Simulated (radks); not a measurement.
# Ionisation of W: one atom, several choices of relativity

An exercise on one series of results from a longer session: the logs are not shown, and one member is left open.

The numbers are computed with radks (a radial shooting solver on a logarithmic mesh, Libxc functionals) version 1 (Kohn-Sham, PBE, spin-unpolarised, spherical densities), except any that are marked as measured or tabulated.

## Starting point

* element: tungsten (Z = 74)
* charge: 0
* electrons: 74
* configuration: [Xe] 4f14 5d4 6s2
* ion: W⁺, [Xe] 4f14 5d4 6s1
* choices: non-relativistic; scalar-relativistic; Dirac, 2j+1 shares; Dirac, low j first; scalar-relativistic, finite nucleus; Dirac, 2j+1 shares, finite nucleus; Dirac, c × 2; Dirac, c × 1.5; Dirac, c × 1.25

Set-up of the first run:

Settings of this run:

```text
Z 74
configuration [Xe] 4f14 5d4 6s2 6p0 7s0
relativity non-relativistic
functional pbe,pbe
spin unpolarised
nucleus point
```

Steps of the session up to this table: non-relativistic: W.

One of the session's tables, all rows but one given; the rest of the session is left out.

Radial moments (bohr):

| level | <r> | outermost maximum (interpolated) | 90 % within | nodes |
| --- | --- | --- | --- | --- |
| 4p | 0.4970 | 0.458 | 0.721 | 2 |
| 4d | 0.5137 | 0.455 | 0.769 | 1 |
| 5s | 1.170 | 1.05 | 1.68 | 4 |
| 4f | ? | ? | ? | ? |
| 5p | 1.296 | 1.13 | 1.89 | 3 |
| 5d | 1.977 | 1.46 | 3.16 | 2 |
| 6s | 3.525 | 2.95 | 5.25 | 5 |
| 6p | 4.911 | 3.86 | 7.58 | 4 |

Q: Estimate the row for 4f from the others.

The run gave: <r>: 0.5889; outermost maximum (interpolated): 0.422; 90 % within: 0.969; nodes: 0. In the column «<r>» it lies between 4d (0.5137) and 5s (1.170).

To keep in mind: Runs with a scaled speed of light are not ranked. Spin polarisation and multiplet splitting of open shells are left out at every level.
